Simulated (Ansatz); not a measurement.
# C4H3B: rotation by 180° about the B1–C2 bond, part 2 of 2

How high is the barrier for the rotation by 180° about the B1–C2 bond? Relax the two ends, then run a nudged elastic band between them. SMILES of the start: BC1=CC#C1.

Ansatz 0.2.0; RKS B3LYP/def2-SVP. Earlier steps stand in the parts before.

## Step 7: Images and barrier

Images 0 and 6 are the ends. Energies count from image 0; the path length is the program's own measure over all atoms.

```
image  path (Å)  energy (eV)  dihedral H7–B1–C2–C3 (°)  band force (eV/Å)
    0     0.000       0.0000                       114                  -
    1     0.559       0.0216                       143              0.007
    2     1.118       0.0704                       169              0.020
   3*     1.676       0.0933                      -168              0.045
    4     2.425       0.0582                      -139              0.009
    5     3.173       0.0224                      -105              0.032
    6     3.922       0.0000                       -67                  -
```

The star marks the climbing image.

image, energy (eV) and a bar:
```
        0      0.000 
        1      0.022 #######
        2      0.070 #######################
        3      0.093 ##############################
        4      0.058 ###################
        5      0.022 #######
        6      0.000
```

How the highest energy settled:

```
iteration  highest image above image 0 (eV)  largest band force (eV/Å)
        1                            0.2148                      1.011
        2                            0.1355                      0.689
        3                            0.1396                      1.399
        4                            0.0977                      0.383
        5                            0.0925                      0.694
        6                            0.0920                      0.248
        7                            0.0921                      0.078
        8                            0.0927                      0.056
        9                            0.0932                      0.041
       10                            0.0934                      0.078
       11                            0.0935                      0.073
       12                            0.0933                      0.045
```

Positions of all images (Å):

```xyz
8
image=0 dE=0.0000
B    -0.543   -0.424   -1.307
C    -0.106    0.217    0.016
C     0.921    0.164    0.939
C    -0.126    0.020    1.925
C    -0.726    1.023    1.110
H     0.107   -0.212   -2.299
H    -1.527   -1.115   -1.348
H     2.001    0.328    0.963
8
image=1 dE=0.0216
B    -0.541   -0.450   -1.307
C    -0.136    0.165    0.045
C     0.938    0.237    0.915
C    -0.044   -0.050    1.933
C    -0.816    0.870    1.179
H     0.273   -0.470   -2.194
H    -1.656   -0.866   -1.477
H     1.981    0.564    0.906
8
image=2 dE=0.0704
B    -0.538   -0.460   -1.311
C    -0.164    0.134    0.072
C     0.948    0.300    0.902
C     0.056   -0.149    1.928
C    -0.867    0.703    1.235
H     0.342   -0.748   -2.080
H    -1.695   -0.581   -1.612
H     1.919    0.800    0.866
8
image=3 dE=0.0933
B    -0.528   -0.452   -1.316
C    -0.195    0.128    0.084
C     0.941    0.366    0.901
C     0.174   -0.266    1.905
C    -0.898    0.527    1.276
H     0.321   -1.019   -1.952
H    -1.637   -0.296   -1.756
H     1.821    1.012    0.858
8
image=4 dE=0.0582
B    -0.514   -0.443   -1.320
C    -0.226    0.125    0.082
C     0.901    0.459    0.897
C     0.333   -0.385    1.870
C    -0.893    0.292    1.329
H     0.162   -1.337   -1.757
H    -1.409    0.032   -1.969
H     1.646    1.257    0.867
8
image=5 dE=0.0224
B    -0.485   -0.439   -1.324
C    -0.238    0.090    0.092
C     0.819    0.572    0.881
C     0.465   -0.438    1.827
C    -0.856    0.039    1.403
H    -0.122   -1.551   -1.610
H    -1.029    0.260   -2.139
H     1.447    1.467    0.870
8
image=6 dE=0.0000
B    -0.542   -0.426   -1.306
C    -0.108    0.219    0.015
C     0.920    0.167    0.938
C    -0.126    0.018    1.924
C    -0.727    1.022    1.111
H    -1.523   -1.122   -1.345
H     0.106   -0.212   -2.299
H     2.000    0.334    0.962
```

## Step 8: Frequencies at the highest image

The geometry is the highest inner image of the first converged band.

input.yaml reads:

```yaml
crystal:
  periodic: [false, false, false]
  atoms:
    - { symbol: B, position_ang: [-0.528298, -0.451784, -1.3164] }
    - { symbol: C, position_ang: [-0.194859, 0.12794, 0.084024] }
    - { symbol: C, position_ang: [0.941055, 0.366238, 0.901097] }
    - { symbol: C, position_ang: [0.174137, -0.266422, 1.905473] }
    - { symbol: C, position_ang: [-0.897834, 0.527053, 1.275897] }
    - { symbol: H, position_ang: [0.321328, -1.019181, -1.95171] }
    - { symbol: H, position_ang: [-1.63685, -0.295654, -1.756] }
    - { symbol: H, position_ang: [1.821322, 1.011813, 0.857627] }
basis:
  gaussian: { orbitals: def2-SVP }
hamiltonian:
  xc: b3lyp
phonons: {}
```

The run is started by

```bash
$ ansatz run input.yaml --threads 1 --pin off --max-ram 2048MiB --backend cpu --events-out ev --progress --plain --runs-dir out
```

What it wrote, cut to the lines that bear on the results:

```text
Warning: RAYON_NUM_THREADS=1 ignored (pool sized by the plan → 1); use --threads N
[...]
Functional definition: B3LYP
[...]
998 factors; integrals over basis functions are off by at most 3.4e-4 eV
[...]
mean field -4861.93125901 eV, -178.6726782333 hartree, gradient 2.9e-5 eV, S^2 0.000000; 0 other end points of the search recorded, 0 dependent functions left out
[...]
reference -4861.93148073 eV, -178.6726863812 hartree; 16, 16 occupied and 69, 69 virtual orbitals, 998 factors
[...]
998 factors; integrals over basis functions are off by at most 3.5e-4 eV
mean field -4861.93106349 eV, -178.6726710481 hartree, gradient 1.6e-6 eV, S^2 0.000000; 0 other end points of the search recorded, 0 dependent functions left out
[...]
reference -4861.93128521 eV, -178.6726791961 hartree; 16, 16 occupied and 69, 69 virtual orbitals, 998 factors
[...]
998 factors; integrals over basis functions are off by at most 3.4e-4 eV
[...]
WARN: phonons: modes at or below zero, which the zero-point energy, F, S and C_V leave out: 1, the lowest at -180.99 cm⁻¹. A minimum has none, and a first-order saddle one
[...]
Total energy: -4861.93148073 eV, -178.6726863812 hartree
Atom 0 at    -0.528298    -0.451784    -1.316400 Å, force    -0.028216    -0.045126     0.008878 eV/Å
Atom 1 at    -0.194859     0.127940     0.084024 Å, force     0.002591     0.025495    -0.011955 eV/Å
Atom 2 at     0.941055     0.366238     0.901097 Å, force    -0.018562    -0.010904    -0.002001 eV/Å
Atom 3 at     0.174137    -0.266422     1.905473 Å, force     0.021340    -0.006992     0.019496 eV/Å
Atom 4 at    -0.897834     0.527053     1.275897 Å, force     0.004506     0.004016    -0.012529 eV/Å
Atom 5 at     0.321328    -1.019181    -1.951710 Å, force     0.006245     0.012183    -0.005117 eV/Å
Atom 6 at    -1.636850    -0.295654    -1.756000 Å, force     0.013776     0.016111    -0.004220 eV/Å
Atom 7 at     1.821322     1.011813     0.857627 Å, force    -0.001681     0.005217     0.007447 eV/Å
Dipole moment:     0.451711     0.114724    -0.402613 e Å
Vibrations: -180.99 231.68 284.55 546.27 553.50 654.05 785.73 865.22 893.34 1004.64 1055.04 1204.09 1210.66 1298.64 1513.45 2595.85 2698.05 3221.91 cm⁻¹, zero-point energy 1.278070 eV
```

It took 1.9 min on 1 thread of Intel Xeon at 2.70GHz, shared host; peak memory 0.17 GiB.

Of 18 modes, 1 is imaginary by more than 30 cm⁻¹ (181i cm⁻¹).

## Step 9: Another band, settings changed

crystal.atoms is end A as relaxed above, and neb.final_atoms is end B, turned to lie on A. With 4 inner images the band has 6 in all.

input.yaml reads:

```yaml
crystal:
  periodic: [false, false, false]
  atoms:
    - { symbol: B, position_ang: [-0.542764, -0.424349, -1.306789] }
    - { symbol: C, position_ang: [-0.106294, 0.216901, 0.015525] }
    - { symbol: C, position_ang: [0.920858, 0.163654, 0.93921] }
    - { symbol: C, position_ang: [-0.126491, 0.019635, 1.92536] }
    - { symbol: C, position_ang: [-0.725516, 1.022649, 1.110319] }
    - { symbol: H, position_ang: [0.10683, -0.212055, -2.299026] }
    - { symbol: H, position_ang: [-1.527277, -1.114849, -1.347947] }
    - { symbol: H, position_ang: [2.000654, 0.328416, 0.963357] }
basis:
  gaussian: { orbitals: def2-SVP }
hamiltonian:
  xc: b3lyp
neb:
  order_check: false
  images: 4
  f_tol: 0.05
  max_iterations: 60
  initial_path: idpp
  climbing: false
  final_atoms:
    - { symbol: B, position_ang: [-0.54274532, -0.42376611, -1.30643236] }
    - { symbol: C, position_ang: [-0.10779893, 0.21889627, 0.01540662] }
    - { symbol: C, position_ang: [0.92064163, 0.16457479, 0.93812842] }
    - { symbol: C, position_ang: [-0.12588666, 0.01668964, 1.92429415] }
    - { symbol: C, position_ang: [-0.72575164, 1.02201977, 1.1122942] }
    - { symbol: H, position_ang: [-1.52423619, -1.11880271, -1.34635393] }
    - { symbol: H, position_ang: [0.10549628, -0.20959836, -2.29923082] }
    - { symbol: H, position_ang: [2.00028083, 0.32998871, 0.96190273] }
```

The run is started by

```bash
$ ansatz run input.yaml --threads 1 --pin off --max-ram 2048MiB --backend cpu --events-out ev --progress --plain --runs-dir out
```

What it wrote, cut to the lines that bear on the results:

```text
Warning: RAYON_NUM_THREADS=1 ignored (pool sized by the plan → 1); use --threads N
[...]
[... 1 set-up line as earlier in the session ...]
[...]
997 factors; integrals over basis functions are off by at most 3.5e-4 eV
[...]
mean field -4862.02457428 eV, -178.6761075063 hartree, gradient 1.3e-5 eV, S^2 0.000000; 0 other end points of the search recorded, 0 dependent functions left out
[...]
reference -4862.02479597 eV, -178.6761156532 hartree; 16, 16 occupied and 69, 69 virtual orbitals, 997 factors
997 factors; integrals over basis functions are off by at most 3.5e-4 eV
[...]
mean field -4862.02457368 eV, -178.6761074840 hartree, gradient 1.3e-5 eV, S^2 0.000000; 0 other end points of the search recorded, 0 dependent functions left out
[...]
reference -4862.02479536 eV, -178.6761156309 hartree; 16, 16 occupied and 69, 69 virtual orbitals, 997 factors
[...]
NEB iter   9: max|band force component| = 2.302e-2 eV/Å  barrier→ = 0.0929 eV  barrier← = 0.0929 eV  Δτ_max = 0.0000 Å  (210 SCF iters)
Total energy: -4861.93186983 eV, -178.6727006805 hartree
Atom 0 at    -0.536011    -0.457223    -1.313198 Å, force     0.001676    -0.002018    -0.001941 eV/Å
Atom 1 at    -0.187159     0.128668     0.081946 Å, force    -0.005378     0.009370    -0.000079 eV/Å
Atom 2 at     0.947382     0.347223     0.900211 Å, force     0.002109    -0.006313    -0.005064 eV/Å
Atom 3 at     0.149061    -0.238161     1.912577 Å, force     0.003051     0.005787     0.007996 eV/Å
Atom 4 at    -0.886774     0.575881     1.264441 Å, force    -0.006338    -0.000902    -0.002106 eV/Å
Atom 5 at     0.321584    -0.980713    -1.975063 Å, force     0.002403     0.005639    -0.004683 eV/Å
Atom 6 at    -1.658403    -0.336552    -1.726732 Å, force    -0.000308    -0.005669     0.003830 eV/Å
Atom 7 at     1.850320     0.960879     0.855827 Å, force     0.002785    -0.005893     0.002047 eV/Å
Dipole moment:     0.461549     0.089085    -0.384063 e Å
this run last wrote the band of iteration 9 to <dir>
```

Wall time 2 min (1 thread of Intel Xeon at 2.70GHz, shared host); peak memory 0.17 GiB.

## Step 10: What the band shows

Images 0 and 5 are the ends. Energies count from image 0; the path length is the program's own measure over all atoms.

```
image  path (Å)  energy (eV)  dihedral H7–B1–C2–C3 (°)  band force (eV/Å)
    0     0.000       0.0000                       114                  -
    1     0.783       0.0407                       154              0.004
    2     1.566       0.0929                      -172              0.009
    3     2.348       0.0625                      -143              0.023
    4     3.131       0.0240                      -107              0.019
    5     3.914       0.0000                       -67                  -
```

image, energy (eV) and a bar:
```
        0      0.000 
        1      0.041 #############
        2      0.093 ##############################
        3      0.062 ####################
        4      0.024 ########
        5      0.000
```

## Step 11: Outcome

What follows sums up all 2 parts.

| quantity | value |
| --- | --- |
| end A | 18 moves, 0.197 eV lower |
| end B | 16 moves, 0.202 eV lower |
| first band: barrier forwards | 0.093 eV |
| first band: barrier backwards | 0.093 eV |
| first band: second end relative to first | 0.000 eV |
| first band: highest image | 3 of 0 to 6, climbing |
| first band: band iterations | 12 |
| imaginary modes at the top | 181i cm⁻¹ |
| second band | top 0.093 eV above image 0, 9 iterations, 4 inner images, none climbing |
| time, first and second band | 3.1 min and 2 min |

What this shows: In the first band: the barrier from the first end is 0.093 eV, 4 times kT at 300 K, which at an assumed attempt frequency of 10^13 s⁻¹ means a rate near 10^11 s⁻¹. The two ends lie within 1 meV of each other. The listed dihedral goes from 114° at end A through -168° at the highest image to -67° at end B. One imaginary mode, as a first-order saddle point has. The second band's top agrees with the first's to 1 meV, so the changed settings hardly move the height. These are electronic energies, with no zero-point or thermal terms.
